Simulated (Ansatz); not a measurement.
# B₂H₃OF: two torsions

A grid of calculations on B2FH3O, SMILES BB(O)F, to see where the energy is lowest and how it rises around there.

The runs use Ansatz 0.2.0; RHF-MP2, frozen core/def2-TZVP.

### Step 1. The system as given

SMILES `BB(O)F`, 7 atoms, charge 0, spin multiplicity 1.

Atoms are counted from 1 here; the program's logs count them from 0.

Bond lengths: B1–B2 1.701 Å, B1–H5 1.218 Å, B1–H6 1.218 Å, B2–O3 1.360 Å, B2–F4 1.356 Å, O3–H7 0.978 Å. Angles: B2–B1–H5 122.1°, B2–B1–H6 122.0°, H5–B1–H6 115.9°, B1–B2–O3 121.5°, B1–B2–F4 120.0°, O3–B2–F4 118.5°, B2–O3–H7 111.8°.

Coordinates:

```
B    -0.73658    0.97657   -0.15221
B     0.28912   -0.38078   -0.13055
O     0.69990   -0.94185    1.03805
F     0.71531   -0.92678   -1.29652
H    -1.94970    0.86980   -0.17998
H    -0.30238    2.11462   -0.16467
H     1.28432   -1.71159    0.88589
```

This geometry comes from a loose relaxation at PBE in a small basis, which is not shown.

### Step 3. The grid

- dihedral B1–B2–O3–H7: 10 values from −180 to 144 °, periodic
- dihedral H5–B1–B2–O3: 10 values from −180 to 144 °, periodic

Nothing else is relaxed (all other coordinates rigid). Energies count from the relaxed molecule at the same level.

(The set-up runs are not shown.)

### Step 4. Grid point dihedral B1–B2–O3–H7 = −108°, dihedral H5–B1–B2–O3 = 36°

Input file input.yaml:

```yaml
crystal:
  periodic: [false, false, false]
  atoms:
    - { symbol: B, position_ang: [-0.738683, 0.979483, -0.154908] }
    - { symbol: B, position_ang: [0.285332, -0.375592, -0.139418] }
    - { symbol: O, position_ang: [-0.029883, -1.503748, -0.829121] }
    - { symbol: F, position_ang: [1.436369, -0.352586, 0.563377] }
    - { symbol: H, position_ang: [-1.924911, 0.862184, -0.174211] }
    - { symbol: H, position_ang: [-0.302003, 2.088798, -0.157216] }
    - { symbol: H, position_ang: [-0.292239, -2.232204, -0.247932] }
basis:
  gaussian: { orbitals: def2-TZVP }
hamiltonian:
  xc: hf
output:
  forces: true
correlation:
  method: mp2
```

On the command line:

```sh
ansatz run input.yaml --threads 1 --pin off --max-ram 2560MiB --backend cpu --events-out ev --progress --plain --runs-dir out
```

The session goes on with these runs: all other points of the grid.

**Question.** What will these runs give? Wanted: lowest point; highest computed point; largest force on an atom; dipole moment.

The runs gave:

```
                       quantity                                                                                                                                                          value
                   lowest point                                                                                           dihedral B1–B2–O3–H7 = −180°, dihedral H5–B1–B2–O3 = −108°, 0.013 eV
         highest computed point                                                                             dihedral B1–B2–O3–H7 = 72°, dihedral H5–B1–B2–O3 = −180°, 0.68 eV above the lowest
largest force on an atom (eV/Å)  0.05 at dihedral B1–B2–O3–H7 = −180°, dihedral H5–B1–B2–O3 = −108° to 1.02 at dihedral B1–B2–O3–H7 = 72°, dihedral H5–B1–B2–O3 = 0°; 0.05 at the lowest point
              dipole moment (D)  0.83 at dihedral B1–B2–O3–H7 = −180°, dihedral H5–B1–B2–O3 = 72° to 2.50 at dihedral B1–B2–O3–H7 = 0°, dihedral H5–B1–B2–O3 = −108°; 0.84 at the lowest point
        time for the whole task                                                                                                                               7.7 min on 1 thread, shared host
```

**Reading.** The lowest computed point is at dihedral B1–B2–O3–H7 = −180°, dihedral H5–B1–B2–O3 = −108°, 0.013 eV from the relaxed molecule at the same level; the map holds 2 wells of about this depth. There is a further well near dihedral B1–B2–O3–H7 = 0°, dihedral H5–B1–B2–O3 = 72° (0.10 eV above the lowest at that grid point). The highest computed point, dihedral B1–B2–O3–H7 = 72°, dihedral H5–B1–B2–O3 = −180°, lies 0.68 eV above the lowest. On the interpolated surface the easiest way out of the lowest well to a well of the same energy at dihedral B1–B2–O3–H7 = −180°, dihedral H5–B1–B2–O3 = 72° passes a barrier of about 0.15 eV. Round the minimum the valley is somewhat tilted: raising dihedral B1–B2–O3–H7 shifts the best value of dihedral H5–B1–B2–O3 upwards (coupling k₁₂/√(k₁₁k₂₂) about −0.2).
